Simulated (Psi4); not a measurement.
**GeH2F (SMILES [F][GeH2]) at UPBE/cc-pVTZ (sweep point 6)**

Aim: the vertical electron affinity of GeH2F at UPBE/cc-pVTZ (sweep point 6), from 2 runs. 

The calculation is run with Psi4 1.11.

4 further runs of the same task are left out: 4 set aside as unsound or not needed.

### Step 1. Starting point

GeH2F: 4 atoms, total charge 0, spin state doublet. SMILES: `[F][GeH2]`. The shape is that of a PBE0-D4/def2-TZVP optimisation.

Bond lengths: F1–Ge2 1.745 Å, Ge2–H3 1.549 Å, Ge2–H4 1.549 Å. Angles: F1–Ge2–H3 105.4°, F1–Ge2–H4 105.4°, H3–Ge2–H4 113.3°.

### Step 2. The energy at UPBE/cc-pVTZ (sweep point 6)

calc.in reads:

```
memory 1600 mb

molecule {
  0 2
  F      0.138200    -0.585400     1.442000
  Ge     0.305700    -0.223200    -0.257100
  H     -1.078800    -0.527800    -0.882000
  H      0.690400     1.276000    -0.323100
  units angstrom
  symmetry c1
}

set {
  reference uks
  puream true
  scf_type pk
  dft_radial_points 99
  dft_spherical_points 590
  maxiter 150
}

result = energy("pbe/cc-pVTZ")
print_variables()
```

Started as:

```sh
psi4 -n 1 calc.in calc.out
```

calc.out, shortened:

```text
[...]
  Running in c1 symmetry.
[...]
  Nuclear repulsion =  113.015982835607062
[...]
  Multiplicity = 2
[...]
  Nalpha       = 22
  Nbeta        = 21
[...]
    Number of basis functions: 101
[...]
   @UKS iter   1: -2176.42803504061567   -1.94494e+00   2.16295e-02 DIIS/ADIIS
[...]
   @UKS iter   9: -2177.69304767315271   -5.32787e-08   4.36458e-07 DIIS
[...]
   @S^2 Observed:                7.513095591E-01
[...]
    Orbital Energies [Eh]
    ---------------------
    Alpha Occupied:
       1A   -397.100151     2A    -49.206565     3A    -43.820627
       4A    -43.819661     5A    -43.818679     6A    -24.232489
       7A     -6.004796     8A     -4.221485     9A     -4.219899
      10A     -4.216105    11A     -1.142644    12A     -1.127792
      13A     -1.125662    14A     -1.124139    15A     -1.124059
      16A     -1.036438    17A     -0.513265    18A     -0.380493
      19A     -0.366867    20A     -0.351951    21A     -0.305672
      22A     -0.202971
    Alpha Virtual:
      23A     -0.044598    24A      0.005839    25A      0.027070
[...]
  @UKS Final Energy: -2177.69304767315271
   => Energetics <=
    Nuclear Repulsion Energy =            113.0159828356070619
    One-Electron Energy =               -3259.8535920067515690
    Two-Electron Energy =                1058.9347398658185284
    DFT Exchange-Correlation Energy =     -89.7901783678264991
    Empirical Dispersion Energy =           0.0000000000000000
    VV10 Nonlocal Energy =                  0.0000000000000000
    Total Energy =                      -2177.6930476731527051
[...]
 Multipole Moments:
 ------------------------------------------------------------------------------------
     Multipole            Electronic (a.u.)      Nuclear  (a.u.)        Total (a.u.)
 ------------------------------------------------------------------------------------
 L = 1.  Multiply by 2.5417464519 to convert [e a0] to [Debye]
 Dipole X            :          1.1949442           -1.1518731            0.0430711
 Dipole Y            :         -0.7894588            0.9567052            0.1672464
 Dipole Z            :         -1.2340981            0.5581968           -0.6759013
 Magnitude           :                                                    0.6976167
[...]
```

Wall time 23 s (1 thread of Intel Xeon Platinum 8488C (Sapphire Rapids), shared host); peak memory 1.5 GiB.

### Step 3. The singlet anion, same level

job.inp reads:

```
memory 1.6 GB

molecule {
  -1 1
  F      0.138200    -0.585400     1.442000
  Ge     0.305700    -0.223200    -0.257100
  H     -1.078800    -0.527800    -0.882000
  H      0.690400     1.276000    -0.323100
  symmetry c1
}

set {
  basis cc-pVTZ
  reference rks
  puream true
  scf_type pk
  dft_radial_points 99
  dft_spherical_points 590
}

e_tot, wfn = energy('pbe', return_wfn=True)
```

Started as:

```sh
psi4 job.inp job.out -n 1
```

job.out, shortened:

```text
[...]
  Running in c1 symmetry.
[...]
  Nuclear repulsion =  113.015982835607062
[...]
  Multiplicity = 1
[...]
  Nalpha       = 22
  Nbeta        = 22
[...]
    Number of basis functions: 101
[...]
   @RKS iter   1: -2176.13789580796856   -1.65480e+00   2.30115e-02 ADIIS/DIIS
[...]
   @RKS iter   9: -2177.73074861276154   -8.93119e-08   6.05954e-07 DIIS
[...]
    Orbital Energies [Eh]
    ---------------------
    Doubly Occupied:
       1A   -396.816263     2A    -48.924458     3A    -43.537883
       4A    -43.537144     5A    -43.536585     6A    -23.988326
       7A     -5.722104     8A     -3.939387     9A     -3.935925
      10A     -3.933094    11A     -0.870033    12A     -0.845543
      13A     -0.842266    14A     -0.840036    15A     -0.839599
      16A     -0.789706    17A     -0.256414    18A     -0.138648
      19A     -0.130460    20A     -0.113672    21A     -0.064368
      22A      0.075698
[...]
  @RKS Final Energy: -2177.73074861276154
   => Energetics <=
    Nuclear Repulsion Energy =            113.0159828356070619
    One-Electron Energy =               -3271.3549138079260956
    Two-Electron Energy =                1070.6392158459568691
    DFT Exchange-Correlation Energy =     -90.0310334863994655
    Empirical Dispersion Energy =           0.0000000000000000
    VV10 Nonlocal Energy =                  0.0000000000000000
    Total Energy =                      -2177.7307486127615448
[...]
 Multipole Moments:
 ------------------------------------------------------------------------------------
     Multipole            Electronic (a.u.)      Nuclear  (a.u.)        Total (a.u.)
 ------------------------------------------------------------------------------------
 L = 1.  Multiply by 2.5417464519 to convert [e a0] to [Debye]
 Dipole X            :          0.9079890           -1.1518731           -0.2438842
 Dipole Y            :         -0.7754799            0.9567052            0.1812253
 Dipole Z            :         -0.3707791            0.5581968            0.1874177
 Magnitude           :                                                    0.3569979
[...]
```

It took 20 s on 1 thread of Intel Xeon Platinum 8488C (Sapphire Rapids), shared host; peak memory 1.5 GiB.

### Step 4. Results

Level: UPBE/cc-pVTZ (sweep point 6).

```
                                                            quantity           value
                                         doublet GeH2F: total energy  -2177.69305 Eh
                                        doublet GeH2F: dipole moment          1.77 D
                   doublet GeH2F: HOMO energy (highest over α and β)        -5.52 eV
                    doublet GeH2F: LUMO energy (lowest over α and β)        -4.12 eV
                                                 doublet GeH2F: ⟨S²⟩           0.751
                                         singlet anion: total energy  -2177.73075 Eh
                                          singlet anion: HOMO energy         2.06 eV
                                          singlet anion: LUMO energy         4.93 eV
singlet anion: HOMO–LUMO gap (to an unbound level, set by the basis)         2.87 eV
                   vertical electron affinity (to the singlet anion)        1.026 eV
```

**Reading.** At fixed nuclei the extra electron is bound by 1.03 eV (99 kJ/mol). The basis has no diffuse functions, so the error can be as large as this value. The HOMO (singlet anion) lies at positive energy, 2.06 eV, as semi-local functionals often give for anions; only total energies tell whether the electron is bound.
